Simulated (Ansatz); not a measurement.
# C4H13NSi: small, medium and large basis sets

Aim: see how fast density functionals converge with the basis set for C4H13NSi.

Computed with Ansatz 0.2.0, Gaussian basis. Level: one geometry, several basis sets.

The runs, in order: PBE0-D4/def2-SVP; ωB97M-V/def2-SVP; PBE0-D4/def2-QZVPP; ωB97M-V/def2-QZVPP; the functionals' def2-TZVPP values are taken from earlier runs.

1 further run of the same task is left out (it didn't finish). Runs told in other sessions of the task aren't counted.

### 1 Structure used throughout

An earlier PBE0-D4 in a triple-zeta def2 set relaxation fixed the geometry.

SMILES `CCN([SiH3])CC`, 19 atoms, charge 0, spin multiplicity 1.

Atoms are counted from 1 here; the program's logs count them from 0.

Bond lengths: C1–C2 1.515 Å, C1–H7 1.094 Å, C1–H8 1.092 Å, C1–H9 1.092 Å, C2–N3 1.450 Å, C2–H10 1.099 Å, C2–H11 1.101 Å, N3–Si4 1.723 Å, N3–C5 1.452 Å, Si4–H12 1.486 Å, Si4–H13 1.487 Å, Si4–H14 1.496 Å, C5–C6 1.522 Å, C5–H15 1.099 Å, C5–H16 1.093 Å, C6–H17 1.093 Å, C6–H18 1.093 Å, C6–H19 1.092 Å. Angles: C2–C1–H7 111.9°, C2–C1–H8 111.2°, C2–C1–H9 110.0°, H7–C1–H8 108.0°, H7–C1–H9 107.2°, H8–C1–H9 108.5°, C1–C2–N3 113.2°, C1–C2–H10 109.0°, C1–C2–H11 108.8°, N3–C2–H10 107.8°, N3–C2–H11 111.6°, H10–C2–H11 106.1°, C2–N3–Si4 122.3°, C2–N3–C5 114.1°, Si4–N3–C5 119.8°, N3–Si4–H12 106.1°, N3–Si4–H13 112.2°, N3–Si4–H14 114.5° and more.

### 2 PBE0-D4 in def2-SVP

Input file in.yaml:

```yaml
crystal:
  periodic: [false, false, false]
  atoms:
    - {symbol: C, position_ang: [-1.233025, -0.693671, 1.916677]}
    - {symbol: C, position_ang: [-0.174729, 0.131656, 1.214126]}
    - {symbol: N, position_ang: [-0.338300, 0.165711, -0.226609]}
    - {symbol: Si, position_ang: [-0.902334, -1.194276, -1.121490]}
    - {symbol: C, position_ang: [0.449276, 1.189405, -0.888934]}
    - {symbol: C, position_ang: [1.950061, 0.935435, -0.909295]}
    - {symbol: H, position_ang: [-1.186699, -1.747924, 1.627190]}
    - {symbol: H, position_ang: [-2.235346, -0.324675, 1.690173]}
    - {symbol: H, position_ang: [-1.083804, -0.649413, 2.997386]}
    - {symbol: H, position_ang: [-0.224405, 1.165200, 1.583194]}
    - {symbol: H, position_ang: [0.818533, -0.247613, 1.500985]}
    - {symbol: H, position_ang: [-0.854348, -0.794648, -2.551825]}
    - {symbol: H, position_ang: [-2.295836, -1.565631, -0.758368]}
    - {symbol: H, position_ang: [-0.079845, -2.432970, -0.952552]}
    - {symbol: H, position_ang: [0.249557, 2.149608, -0.393561]}
    - {symbol: H, position_ang: [0.088415, 1.292919, -1.915928]}
    - {symbol: H, position_ang: [2.470474, 1.750396, -1.419103]}
    - {symbol: H, position_ang: [2.179830, 0.005177, -1.435777]}
    - {symbol: H, position_ang: [2.360524, 0.861116, 0.100111]}
basis:
  gaussian: {orbitals: def2-SVP}
hamiltonian: {xc: pbe0, dispersion: d4}
output: {orbitals: {seedname: orbitals}}
```

Command:

```sh
> ansatz run in.yaml --threads 4 --pin off --events-out ev --progress --plain --max-ram 11315MiB
```

What it wrote:

```text
Functional definition: PBE0
  name "PBE0"
  cite "Adamo & Barone, J. Chem. Phys. 110, 6158 (1999) doi:10.1063/1.478522"
  cite "Perdew, Burke & Ernzerhof, Phys. Rev. Lett. 77, 3865 (1996) doi:10.1103/PhysRevLett.77.3865"
  parent pbe
  parameter a = 0.25
  parameter kappa = 0.804
  parameter beta = 0.06672455060314922
  exchange = (1 - a)*pbe_x(kappa = kappa, mu = beta*pi^2/3) + a*exact_x
  correlation = pbe_c(beta = beta)
1754 factors; their error is unknown
mean field evaluation 1: about -13702.0959 eV, gradient 6.0e1 eV
mean field evaluation 2: about -13696.6692 eV, gradient 7.6e1 eV
mean field evaluation 4: about -13710.8004 eV, gradient 3.4e0 eV
mean field evaluation 8: about -13710.8219 eV, gradient 3.2e-2 eV
mean field evaluation 16: about -13710.8405 eV, gradient 3.6e-5 eV
mean field -13710.84053874 eV, -503.8640962573 hartree, gradient 3.6e-5 eV, S^2 0.000000; 0 other end points of the search recorded, 0 dependent functions left out
reference -13710.84057066 eV, -503.8640974301 hartree; 29, 29 occupied and 124, 124 virtual orbitals, 1754 factors
Total energy: -13711.21661836 eV, -503.8779169283 hartree
```

Run time: 1 s. Hardware: 4 threads of AMD EPYC 9R45, shared host.

### 3 ωB97M-V in def2-SVP

Changes to in.yaml since step 2:

```diff
@@ -24,3 +24,3 @@
   gaussian: {orbitals: def2-SVP}
-hamiltonian: {xc: pbe0, dispersion: d4}
+hamiltonian: {xc: {name: wB97M-V}}
 output: {orbitals: {seedname: orbitals}}
```

Launched as before.

What it wrote (excerpt; [...] marks lines left out):

```text
Functional definition: wB97M-V
  name "wB97M-V"
  cite "Mardirossian & Head-Gordon, J. Chem. Phys. 144, 214110 (2016) doi:10.1063/1.4952647"
  cite "Becke, J. Chem. Phys. 107, 8554 (1997) doi:10.1063/1.475007"
  cite "Vydrov & Van Voorhis, J. Chem. Phys. 133, 244103 (2010) doi:10.1063/1.3521275"
  # Of w^i u^j: cxij and so on, Table III.
[...]
  gx(w, u) = 1 - cx + cx01*u + cx10*w
  gss(w, u) = css00 + css04*u^4 + css10*w + css20*w^2 + css43*w^4*u^3
  gos(w, u) = cos00 + cos10*w + (cos20 + cos21*u)*w^2 + (cos60 + cos61*u)*w^6
[...]
      + integral(e_c_pw_mod_opposite_spin*gos(b97_w_opposite, b97_u_opposite)) + vv10(b, c)
1754 factors; their error is unknown
481 factors; integrals over basis functions are off by at most 7.5e-6 eV
[...]
mean field -13716.99526409 eV, -504.0902782420 hartree, gradient 1.0e-5 eV, S^2 0.000000; 0 other end points of the search recorded, 0 dependent functions left out
reference -13716.99531539 eV, -504.0902801273 hartree; 29, 29 occupied and 124, 124 virtual orbitals, 1754 factors
Total energy: -13716.99531539 eV, -504.0902801273 hartree
```

It took 3.4 s on 4 threads of AMD EPYC 9R45, shared host.

### 4 PBE0-D4 in def2-QZVPP

Changes to in.yaml since step 3:

```diff
@@ -23,4 +23,4 @@
 basis:
-  gaussian: {orbitals: def2-SVP}
-hamiltonian: {xc: {name: wB97M-V}}
+  gaussian: {orbitals: "def2-QZVPP.json"}
+hamiltonian: {xc: pbe0, dispersion: d4}
 output: {orbitals: {seedname: orbitals}}
```

Launched as before.

What it wrote:

```text
Functional definition: PBE0
  name "PBE0"
  cite "Adamo & Barone, J. Chem. Phys. 110, 6158 (1999) doi:10.1063/1.478522"
  cite "Perdew, Burke & Ernzerhof, Phys. Rev. Lett. 77, 3865 (1996) doi:10.1103/PhysRevLett.77.3865"
  parent pbe
  parameter a = 0.25
  parameter kappa = 0.804
  parameter beta = 0.06672455060314922
  exchange = (1 - a)*pbe_x(kappa = kappa, mu = beta*pi^2/3) + a*exact_x
  correlation = pbe_c(beta = beta)
2070 factors; their error is unknown
mean field evaluation 1: about -13706.5481 eV, gradient 7.9e1 eV
mean field evaluation 2: about -13690.8013 eV, gradient 1.1e2 eV
mean field evaluation 4: about -13720.5244 eV, gradient 6.9e0 eV
mean field evaluation 8: about -13720.6150 eV, gradient 8.6e-2 eV
mean field evaluation 16: about -13720.6174 eV, gradient 4.1e-5 eV
mean field -13720.61742328 eV, -504.2233901371 hartree, gradient 4.1e-5 eV, S^2 0.000000; 0 other end points of the search recorded, 0 dependent functions left out
reference -13720.61747407 eV, -504.2233920035 hartree; 29, 29 occupied and 716, 716 virtual orbitals, 2070 factors
Total energy: -13720.99352177 eV, -504.2372115016 hartree
```

Run time: 11 s. Hardware: 4 threads of AMD EPYC 9R45, shared host; peak memory 3.8 GiB.

### 5 ωB97M-V in def2-QZVPP

Changes to in.yaml since step 4:

```diff
@@ -24,3 +24,3 @@
   gaussian: {orbitals: "def2-QZVPP.json"}
-hamiltonian: {xc: pbe0, dispersion: d4}
+hamiltonian: {xc: {name: wB97M-V}}
 output: {orbitals: {seedname: orbitals}}
```

The command is unchanged.

What it wrote (excerpt; [...] marks lines left out):

```text
Functional definition: wB97M-V
  name "wB97M-V"
  cite "Mardirossian & Head-Gordon, J. Chem. Phys. 144, 214110 (2016) doi:10.1063/1.4952647"
  cite "Becke, J. Chem. Phys. 107, 8554 (1997) doi:10.1063/1.475007"
  cite "Vydrov & Van Voorhis, J. Chem. Phys. 133, 244103 (2010) doi:10.1063/1.3521275"
  # Of w^i u^j: cxij and so on, Table III.
[...]
  gx(w, u) = 1 - cx + cx01*u + cx10*w
  gss(w, u) = css00 + css04*u^4 + css10*w + css20*w^2 + css43*w^4*u^3
  gos(w, u) = cos00 + cos10*w + (cos20 + cos21*u)*w^2 + (cos60 + cos61*u)*w^6
[...]
      + integral(e_c_pw_mod_opposite_spin*gos(b97_w_opposite, b97_u_opposite)) + vv10(b, c)
2050 factors; their error is unknown
598 factors; integrals over basis functions are off by at most 6.8e-6 eV
[...]
mean field -13727.16478232 eV, -504.4640011438 hartree, gradient 4.1e-5 eV, S^2 0.000000; 0 other end points of the search recorded, 0 dependent functions left out
reference -13727.16486325 eV, -504.4640041181 hartree; 29, 29 occupied and 716, 716 virtual orbitals, 2050 factors
Total energy: -13727.16486325 eV, -504.4640041181 hartree
```

It took 19 s on 4 threads of AMD EPYC 9R45, shared host; peak memory 4.7 GiB.

### 6 Density functionals: the series

The def2-TZVPP values come from earlier runs at the same geometry.

| functional | basis | functions | energy (eV) | from the largest (eV) | HOMO (eV) | LUMO (eV) |
| --- | --- | --- | --- | --- | --- | --- |
| PBE0-D4 | def2-SVP | 153 | -13711.2166 | 9.777 | -6.20 | 1.29 |
| PBE0-D4 | def2-TZVPP | 379 | -13720.3809 | 0.613 | -6.29 | 0.83 |
| PBE0-D4 | def2-QZVPP | 745 | -13720.9935 | 0.000 | -6.31 | 0.57 |
| ωB97M-V | def2-SVP | 153 | -13716.9953 | 10.170 | -8.49 | 3.08 |
| ωB97M-V | def2-TZVPP | 379 | -13726.5781 | 0.587 | -8.60 | 2.39 |
| ωB97M-V | def2-QZVPP | 745 | -13727.1649 | 0.000 | -8.61 | 1.78 |

### 7 What came out

| quantity | value |
| --- | --- |
| PBE0-D4: double and triple zeta above quadruple | 9.78, 0.61 eV |
| ωB97M-V: double and triple zeta above quadruple | 10.17, 0.59 eV |

**Reading.** PBE0-D4 gains 9.16 eV from double to triple zeta, then 0.61 eV more. These are total energies; as a rule much of such shifts cancels in differences, which this series doesn't test. The LUMO of ωB97M-V is positive and keeps falling with the basis (3.08 to 1.78 eV): an unbound level that the basis holds in place.

For PBE0-D4 the largest set took about 11 times as long as the smallest (11 s against 1 s).
